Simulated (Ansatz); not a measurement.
Write a Python script for the Ansatz DFT code, driven from Python that makes vertical spin-state energies of Cl2FH3SiSn, SMILES [F][Sn]([SiH3])([Cl])[Cl]. Settings (for the species named): PBE, def2-SVP basis, multiplicity 1, D3BJ dispersion.

```xyz
8

F    -1.9102    1.6385    0.4040
Sn   -0.7792    0.5617   -0.6683
Si    0.8062   -0.6199    0.8372
Cl   -1.9726   -1.0144   -1.8552
Cl    0.4246    1.8980   -2.2059
H     1.7329   -1.4515    0.0452
H     0.1182   -1.4573    1.8041
H     1.6723    0.3879    1.5832
```

Script `run_spin.py`:
```python
"""Vertical spin-state energies of Cl2FH3SiSn."""

import ansatz as az

BASIS = "def2-SVP"
FUNCTIONAL = "pbe"
VDW = "d3bj"

system = (
    az.Crystal.molecule()
    .atom("F", (-1.9102, 1.6385, 0.404))
    .atom("Sn", (-0.7792, 0.5617, -0.6683))
    .atom("Si", (0.8062, -0.6199, 0.8372))
    .atom("Cl", (-1.9726, -1.0144, -1.8552))
    .atom("Cl", (0.4246, 1.898, -2.2059))
    .atom("H", (1.7329, -1.4515, 0.0452))
    .atom("H", (0.1182, -1.4573, 1.8041))
    .atom("H", (1.6723, 0.3879, 1.5832))
)

calculation = system.calculation().basis(gaussian=BASIS).functional(FUNCTIONAL, dispersion=VDW)
found = {}
for unpaired in [0, 2]:
    report = calculation.spin("collinear", total=unpaired).run().report
    s = unpaired / 2
    found[unpaired] = report["free_energy_ev"]
    print(f"2S+1 = {unpaired + 1}: E = {found[unpaired]:.5f} eV, <S^2> = {abs(report['mean_field']['state']['spin_squared']):.3f} (pure state {s * (s + 1):.2f})")
lowest = min(found, key=found.get)
for unpaired, e in found.items():
    print(f"multiplicity {unpaired + 1}: {96.485332 * (e - found[lowest]):.1f} kJ/mol above the lowest")
```

```console
$ python run_spin.py
2S+1 = 1: E = -41493.65311 eV, <S^2> = 0.000 (pure state 0.00)
2S+1 = 3: E = -41489.29228 eV, <S^2> = 2.002 (pure state 2.00)
multiplicity 1: 0.0 kJ/mol above the lowest
multiplicity 3: 420.8 kJ/mol above the lowest
```

In order: multiplicity 1 (+0.00 eV) and multiplicity 3 (+4.36 eV), all at the one geometry.

Total energies depend on the basis set; only differences at equal settings carry meaning. The geometry is a force-field or estimated start, not a minimum of this method, and the basis set is short of its limit. All parts are taken at fixed geometry, without zero-point energy. def2 sets replace the cores of elements past krypton by effective core potentials. Spin-orbit coupling, which mixes and shifts the spin states of heavy atoms, is left out. It ran for 33 s on 1 thread of Arm Neoverse V1, on a shared host, peak memory 0.27 GiB.
